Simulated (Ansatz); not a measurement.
**ZrN+ (triplet): wave-function methods side by side, def2-SVP**

How much of the correlation energy of ZrN+ (triplet) does each wave-function method recover here?

The runs use Ansatz 0.2.0, Gaussian basis; def2-SVP, core rule «outside noble gas», up to 5 orbitals frozen.

The runs, in order: UHF; CCSD(T) on ROHF; CCSD(T) on UHF; CISD; CCSDT(Q) on ROHF; CCSDT(Q) on UHF; CCSDTQ on ROHF.

11 further runs of the same task are left out: 8 for a known fault of the program, 3 set aside as unsound or not needed.

## Step 1: The geometry

The geometry is a PBE0/def2-TZVP stationary point (not a proven minimum) of the parent state, kept for this charge and spin. No spin-orbit coupling is included. Elements past krypton take def2 core potentials.

2 atoms, charge 1, spin multiplicity 3.

Atoms are counted from 1 here; the program's logs count them from 0.

Bond lengths: Zr1–N2 1.684 Å.

## Step 2: UHF

The input, in.yaml:

```yaml
crystal:
  periodic: [false, false, false]
  atoms:
    - {symbol: Zr, position_ang: [0.000000, 0.000000, 0.000000]}
    - {symbol: N, position_ang: [0.000000, 0.000000, 1.683832]}
basis:
  gaussian: {orbitals: def2-SVP}
total_charge: 1
magnetization: {spin_polarized: true, initial_magnetization: 2}
hamiltonian: {xc: hf}
output: {orbitals: {seedname: orbitals}}
```

Started as:

```console
$ ansatz run in.yaml --threads 1 --pin off --events-out ev --progress --plain --max-ram 2816MiB --backend cpu
```

The runs that follow: CCSD(T) on ROHF; CCSD(T) on UHF; CISD; CCSDT(Q) on ROHF; CCSDT(Q) on UHF; CCSDTQ on ROHF.

**Question.** What will the summary of the whole plan be? Wanted: RCCSDTQ below the RHF energy; RMP2 from RCCSDTQ; UMP2 from RCCSDTQ; RCCSD from RCCSDTQ; RCCSD(T) from RCCSDTQ; UCCSD(T) from RCCSDTQ; RCCSDT(Q) from RCCSDTQ; UCCSDT(Q) from RCCSDTQ; T1 diagnostic.

The runs gave:

```
                         quantity                                  value
     RCCSDTQ below the RHF energy                             -6.1220 eV
                RMP2 from RCCSDTQ                             +370.0 meV
                UMP2 from RCCSDTQ                             +362.5 meV
               RCCSD from RCCSDTQ                             +363.2 meV
            RCCSD(T) from RCCSDTQ                              +34.8 meV
            UCCSD(T) from RCCSDTQ                              -29.4 meV
           RCCSDT(Q) from RCCSDTQ                               +8.2 meV
           UCCSDT(Q) from RCCSDTQ                              -72.2 meV
levels within 1 kcal/mol (43 meV)  RCCSD(T), UCCSD(T), RCCSDT, RCCSDT(Q)
                    T1 diagnostic                                  0.033
```

In words: RCCSD(T) lands +34.8 meV from the yardstick (0.6 % of the correlation energy). CCSD(T) misses by +34.8 meV on the restricted determinant and by -29.4 meV on the unrestricted one; the two need not hold the same state or core. These misses are within one basis, not against nature; the frozen cores of restricted and unrestricted runs differ, which can shift their rows.
